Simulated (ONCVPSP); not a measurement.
# Pseudopotential generation for barium: ONCV, LDA (Perdew-Zunger)

Aim: build the potential from the settings below, then test how well it stands in for the atom: other configurations, scattering, ghost states and the plane-wave cutoff that it needs.

The numbers are computed with ONCVPSP 4.0.1 (LDA (Perdew-Zunger), scalar-relativistic, spin-unpolarised reference atom).

## (1) Settings

Typed settings, in words:

```
element                 : barium (Ba, Z = 56)
type                    : optimised norm-conserving Vanderbilt (ONCV)
frozen core             : [Kr] 4d10
valence charge          : 10
reference configuration : 5s2 5p6 5d1 6s1
partial waves           : 5s+6s: rc 3.05 bohr, ncon 5, nbas 9, qcut 4.2 1/bohr, 2 projectors; 5p: rc 2.55 bohr, ncon 3, nbas 8, qcut 4.8 1/bohr, 3 projectors, debl 3.7 Ha; 5d: rc 4.00 bohr, ncon 4, nbas 9, qcut 3.4 1/bohr, 3 projectors, debl 3.4 Ha
local potential         : polynomial inside 2.00 bohr (lpopt 5, dvloc0 1 Ha)
core correction         : Teter function, fcfact 2.25, rcfact 1.4
```

## (2) Generation

Contents of Ba.dat:

```
# ATOM AND REFERENCE CONFIGURATION
# atsym  z   nc   nv     iexc    psfile
  Ba 56.00    9    4        3      upf
#
#   n    l    f
    1    0    2.00
    2    0    2.00
    2    1    6.00
    3    0    2.00
    3    1    6.00
    3    2   10.00
    4    0    2.00
    4    1    6.00
    4    2   10.00
    5    0    2.00
    5    1    6.00
    5    2    1.00
    6    0    1.00
#
# PSEUDOPOTENTIAL AND OPTIMIZATION
# lmax
    2
#
#   l,   rc,      ep,       ncon, nbas, qcut
    0    3.05    0.00    5    9    4.20
    1    2.55    0.00    3    8    4.80
    2    4.00    0.00    4    9    3.40
#
# LOCAL POTENTIAL
# lloc, lpopt,  rc(5),   dvloc0
    4    5    2.00    1.00
#
# VANDERBILT-KLEINMAN-BYLANDER PROJECTORs
# l, nproj, debl
    0    2    3.70
    1    3    3.70
    2    3    3.40
#
# MODEL CORE CHARGE
# icmod, fcfact, rcfact
    3    2.25    1.40
#
# LOG DERIVATIVE ANALYSIS
# epsh1, epsh2, depsh
   -3.00    5.00    0.02
#
# OUTPUT GRID
# rlmax, drl
    6.00    0.01
#
# TEST CONFIGURATIONS
# ncnf
    4
# nvcnf
#   n    l    f
    4
    5    0    2.00
    5    1    6.00
    5    2    0.00
    6    0    2.00
#
    4
    5    0    2.00
    5    1    6.00
    5    2    0.00
    6    0    1.00
#
    4
    5    0    2.00
    5    1    6.00
    5    2    0.00
    6    0    0.00
#
    4
    5    0    2.00
    5    1    5.00
    5    2    0.00
    6    0    2.00
#
```

On the command line:

```
$ oncvpsp.x < Ba.dat > Ba.out
```

What does the calculation give? Wanted: cutoffs for 1 and 0.1 mHa per electron, occupied waves; bound ghosts; GHOST(+) flags; largest test error; largest phase difference near zero energy, channels read; rms error of d²Exc/dn², without and with the model core.

The runs gave:

| quantity | value |
| --- | --- |
| cutoffs for 1 and 0.1 mHa per electron, occupied waves | 5.8 Ha and 8.3 Ha |
| bound ghosts | none found |
| GHOST(+) flags | d at 85 eV |
| largest test error (AE − PS) | +27 meV, for 5s2 5p5 5d0 6s2 |
| largest phase difference near zero energy, channels read | 0.163 rad |
| rms error of d²Exc/dn², without and with the model core | 3.75 and 1.00 mHa |

What this shows: The worst unpolarised test, 5s2 5p5 5d0 6s2, is off by 27 meV on 22.0 eV; by total energies transferability rates as fair. By its cutoff, 5.8 Ha for the looser tolerance, it is soft on the atom at that tolerance. The program's ghost test flags no bound state. Of the channels read, d scatters worst near zero energy, by up to 0.16 rad. The program also flags highly localised states, GHOST(+) (d). All of this concerns the isolated atom, not yet a solid.
